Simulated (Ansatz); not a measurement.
# LaFe2P2: the cost of one run

Program: Ansatz 0.2.0 through its Python package. Level of theory: DFT PBEsol, plane waves, PAW. These are calculated values, not measurements.

## (1) Starting point

Symmetry: I4/mmm, No. 139, tetragonal system. The conventional cell has a = 3.786 Å, b = 3.786 Å, c = 11.020 Å, α = 90.00°, β = 90.00°, γ = 90.00°. La (site symmetry 4/mmm) has 8 P at 3.16 Å and 8 Fe at 3.34 Å in its first shell of neighbours. Fe (site symmetry -4m2) has 4 P at 2.18 Å in its first shell of neighbours. P (site symmetry 4mm) has 4 Fe at 2.18 Å and 4 La at 3.16 Å in its first shell of neighbours.

The script holds or builds the structure itself.

## (2) Script

Input file pdos_lafe2p2.py:

```python
"""Projected density of states of LaFe2P2."""

import ansatz as az
import numpy as np

vectors = np.array([
    [-1.89288, 1.89288, 5.51002],
    [1.89288, -1.89288, 5.51002],
    [1.89288, 1.89288, -5.51002],
])
cell = (
    az.Lattice.of(vectors)
    .atom("La", [0.0, 0.0, 0.0])
    .atom("Fe", [0.75, 0.25, 0.5], moment=3.5)
    .atom("Fe", [0.25, 0.75, 0.5], moment=-3.5)
    .atom("P", [0.65226, 0.65226, 0.0])
    .atom("P", [0.34774, 0.34774, 0.0])
)

base = (
    cell.calculation()
    .spin("collinear")
    .occupations(az.OccupationsMethod.GAUSSIAN, width=0.1)
    .kpoints(10)
    .functional(az.Functional.PBESOL)
    .scf(extra_bands=16)
    .density_of_states(projected=True, energy_step=0.05)
)
session = base.session()
planned = session.plan(threads=1)
outcome = planned.execute()
report = outcome.report

dos = outcome.density_of_states()
energy = np.asarray(dos.energies_ev) - dos.fermi_ev
curves = {}
for site in outcome.projected_density_of_states().sites:
    for shell in site.shells:
        weight = sum(np.sum(curve.g_bin_mean_per_ev, axis=0) for curve in shell.curves)
        name = f"{site.species} {shell.label}"
        curves[name] = curves.get(name, 0) + weight

step = energy[1] - energy[0]
windows = [(-10, -5), (-5, 0), (0, 4)]
print("states by shell in windows of E - E_F (eV):", windows)
for name, g in curves.items():
    print(f"{name:8s}", " ".join(f"{step * g[(energy >= a) & (energy < b)].sum():8.3f}" for a, b in windows))
filled = (energy < 0) & (energy > -10)
for name, g in curves.items():
    if g[filled].sum() * step > 0.5:
        print(f"centre of {name}: {np.average(energy[filled], weights=g[filled]):.2f} eV")
```

## (3) The input behind the calls

The engine receives this input:

```yaml
crystal:
  lattice:
    - [-1.89288, 1.89288, 5.51002]
    - [1.89288, -1.89288, 5.51002]
    - [1.89288, 1.89288, -5.51002]
  atoms:
    - { symbol: La, position: [0.0, 0.0, 0.0] }
    - { symbol: Fe, position: [0.75, 0.25, 0.5], spin: 3.5 }
    - { symbol: Fe, position: [0.25, 0.75, 0.5], spin: -3.5 }
    - { symbol: P, position: [0.65226, 0.65226, 0.0] }
    - { symbol: P, position: [0.34774, 0.34774, 0.0] }
kpoints:
  mp_grid:
    grid: [10, 10, 10]
hamiltonian:
  xc: pbesol
magnetization:
  spin_polarized: true
scf:
  n_extra_bands: 16
  occupations:
    method: gaussian
    width: 0.1
output:
  dos:
    de: 0.05
    projected: true
```

## (4) The run

On the command line:

```
python pdos_lafe2p2.py
```

Q: Estimate wall time and peak memory on 1 thread of Arm Neoverse V1, shared host.

About 6.8 min, with a peak of 1 GiB.
